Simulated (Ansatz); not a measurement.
# TiSi4Mo: the cost of one run

Program: Ansatz 0.2.0. Level of theory: DFT PBE, scalar-relativistic, plane waves, PAW, unless a step names another level. These are calculated values, not measurements.

### Step 1. The system as given

Symmetry: Cmmm, No. 65, orthorhombic system. The conventional cell has a = 4.574 Å, b = 8.022 Å, c = 4.543 Å, α = 90.00°, β = 90.00°, γ = 90.00°. Ti (site symmetry mmm) has 10 Si at 2.63 to 2.66 Å in its first shell of neighbours. Around Si (site symmetry m2m) lie 5 Si at 2.62 to 2.72 Å and 2 Mo at 2.65 Å and 3 Ti at 2.65 to 2.66 Å. Si (site symmetry m2m) has 5 Si at 2.63 to 2.66 Å and 2 Ti at 2.63 Å and 3 Mo at 2.64 to 2.68 Å in its first shell of neighbours. Mo (site symmetry mmm) has 10 Si at 2.64 to 2.68 Å in its first shell of neighbours.

As a file:

```cif
data_structure
_symmetry_space_group_name_H-M 'P 1'
_symmetry_Int_Tables_number 1
_cell_length_a 4.6170
_cell_length_b 4.6170
_cell_length_c 4.5432
_cell_angle_alpha 90.000
_cell_angle_beta 90.000
_cell_angle_gamma 120.619
_cell_volume 83.34
loop_
_atom_site_label
_atom_site_type_symbol
_atom_site_fract_x
_atom_site_fract_y
_atom_site_fract_z
_atom_site_occupancy
Ti1 Ti 0.00000 0.00000 0.00000 1
Si1 Si 0.33023 0.66977 0.00000 1
Si2 Si 0.83467 0.16533 0.50000 1
Si3 Si 0.66977 0.33023 0.00000 1
Si4 Si 0.16533 0.83467 0.50000 1
Mo1 Mo 0.50000 0.50000 0.50000 1
```

The cell was relaxed beforehand at this level, from a generated guess; it is a trial structure. At a tolerance of 0.05 Å it has space group Cmmm (No. 65); it has 13.89 Å³/atom, an uncorrected energy of -0.44 eV/atom over the elements and, on its mesh, gap none (metal).

### Step 2. Strained cells: the elastic tensor

Input file input.yaml:

```yaml
crystal:
  lattice:
    - [2.2846673216, -4.0129197745, 0.0]
    - [2.2846673216, 4.0129197745, 0.0]
    - [0.0, 0.0, 4.5495100245]
  atoms:
    - { symbol: Ti, position: [0.0, 0.0, 0.0] }
    - { symbol: Si, position: [0.3305782025, 0.6694217975, 0.0] }
    - { symbol: Si, position: [0.8345834253, 0.1654165747, 0.5] }
    - { symbol: Si, position: [0.6694217975, 0.3305782025, 0.0] }
    - { symbol: Si, position: [0.1654165747, 0.8345834253, 0.5] }
    - { symbol: Mo, position: [0.5, 0.5, 0.5] }
basis:
  ecutwfc: 420
kpoints:
  mp_grid: { grid: [10, 10, 8] }
hamiltonian:
  xc: pbe
scf:
  occupations: { method: fermi_dirac, width: 0.15 }
output:
  forces: true
  stress: true
  eigenvalues: true
elastic:
  mode: relaxed_ion
  amplitude: 0.005
  stencil: two_point
```

Started as:

```bash
$ ansatz run input.yaml --threads 4 --pin off --max-ram 8192MiB --backend cpu --events-out ev --progress --plain --runs-dir out
```

**Question.** How long does this run take on 4 threads of Intel Xeon 6975P-C (Granite Rapids), shared host, and how much memory does it need?

About 3.3 min, with a peak of 0.93 GiB.
